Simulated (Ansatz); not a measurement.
# BGeHO (singlet): from Hartree-Fock to the top rungs, cc-pVDZ

An exercise on one series of results from a longer session: the logs are not shown, and one member is left open.

Program: Ansatz 0.2.0, Gaussian basis. Level of theory: cc-pVDZ, core rule «outside noble gas», up to 16 orbitals frozen. These are calculated values, not measurements.

The runs, in order: UHF; CCSD(T) on RHF; CCSD(T) on UHF; BCCD(T) on RHF; CISD; CCSDT(Q) on RHF; CCSDT(Q) on UHF; CCSDTQ on RHF.

4 further runs of the same task are left out: 4 set aside as unsound or not needed. Runs told in other sessions of the task aren't counted.

## The geometry

The geometry is a PBE0/def2-TZVP stationary point (not a proven minimum). No spin-orbit coupling is included. The filled d shell of Ge may be among the frozen orbitals whatever the setting's name suggests.

4 atoms, charge 0, spin multiplicity 1.

Atoms are counted from 1 here; the program's logs count them from 0.

Bond lengths: B1–O2 1.254 Å, B1–H4 1.186 Å, O2–Ge3 1.869 Å. Angles: O2–B1–H4 141.7°, B1–O2–Ge3 179.4°.

Set-up of the first run:

Input file in.yaml:

```yaml
crystal:
  periodic: [false, false, false]
  atoms:
    - {symbol: B, position_ang: [0.000010, -0.216039, 0.852887]}
    - {symbol: O, position_ang: [-0.000011, -0.161947, -0.399996]}
    - {symbol: Ge, position_ang: [0.000001, -0.100065, -2.267738]}
    - {symbol: H, position_ang: [0.000001, 0.478051, 1.814846]}
basis:
  gaussian: {orbitals: cc-pVDZ}
magnetization: {spin_polarized: true, initial_magnetization: 0}
hamiltonian: {xc: hf}
output: {orbitals: {seedname: orbitals}}
```

The run is started by

```bash
$ ansatz run in.yaml --threads 1 --pin off --events-out ev --progress --plain --max-ram 4096MiB --backend cpu
```

Steps of the session up to this table: UHF; CCSD(T) on RHF; CCSD(T) on UHF; BCCD(T) on RHF; CISD; CCSDT(Q) on RHF; CCSDT(Q) on UHF; CCSDTQ on RHF.

One table of the session follows, with a row left open; its other results are not shown here.

```
   method  from RCCSDTQ (kJ/mol)
      RHF                +1029.8
     RMP2                 +130.2
    RCCSD                  +61.4
 RCCSD(T)                   +6.7
  BCCD(T)                      ?
   RCCSDT                   +6.6
RCCSDT(Q)                   -2.2
  RCCSDTQ                      0
```

**Question.** Estimate the row for BCCD(T).

The run gave: from RCCSDTQ (kJ/mol): +10.7. In the column «from RCCSDTQ (kJ/mol)» it lies between RCCSD(T) (+6.7) and RCCSD (+61.4).

Not comparable, so not listed: CISD (they don't share determinant, frozen orbitals or solution with the rows shown, or repeat one).

To keep in mind: Left out of the table: UHF, UMP2, UCCSD, UCCSD(T), UCCSDT, UCCSDT(Q) (another determinant or state than the rows shown).
